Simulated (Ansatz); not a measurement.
# C: the cost of one run

Program: Ansatz 0.2.0. Level of theory: DFT r2SCAN, scalar-relativistic, plane waves, PAW. These are calculated values, not measurements.

## Step 1: The system as given

It takes space group Cmce (No. 64, orthorhombic). The conventional cell has a = 3.784 Å, b = 6.413 Å, c = 3.789 Å, α = 90.00°, β = 90.00°, γ = 90.00°. Around C (site symmetry m) lie 7 C at 2.04 to 2.34 Å.

Structure file:

```
C
1.0
     1.89194   -3.20649    0.00000
     1.89194    3.20649    0.00000
     0.00000    0.00000    3.78892
C
4
Direct
  0.15250 0.84750 0.07850
  0.65250 0.34750 0.42150
  0.84750 0.15250 0.92150
  0.34750 0.65250 0.57850
```

This is candidate A: alpha-gallium type (Cmce, No. 64).

(A quick probe on a coarse mesh, which set the mesh and smearing, is not shown.)

## Step 3: A loose first relaxation (candidate A)

input.yaml

```yaml
crystal:
  lattice:
    - [1.8919426155, -3.2064918765, 0.0]
    - [1.8919426155, 3.2064918765, 0.0]
    - [0.0, 0.0, 3.7889184435]
  atoms:
    - { symbol: C, position: [0.1525, 0.8475, 0.0785] }
    - { symbol: C, position: [0.6525, 0.3475, 0.4215] }
    - { symbol: C, position: [0.8475, 0.1525, 0.9215] }
    - { symbol: C, position: [0.3475, 0.6525, 0.5785] }
basis:
  ecutwfc: 500
kpoints:
  mp_grid: { grid: [6, 6, 4] }
hamiltonian:
  xc: r2scan
scf:
  occupations: { method: gaussian, width: 0.1 }
  lower_state_search: "off"
output:
  forces: true
  stress: true
  eigenvalues: true
relax:
  adjacent_minimum: "off"
  f_tol: 0.04
  max_steps: 70
  cell: { stress_tol: 0.4 }
```

Q: Estimate wall time and peak memory on 1 thread of an Arm CPU, shared host.

About 93 s, with a peak of 0.42 GiB.
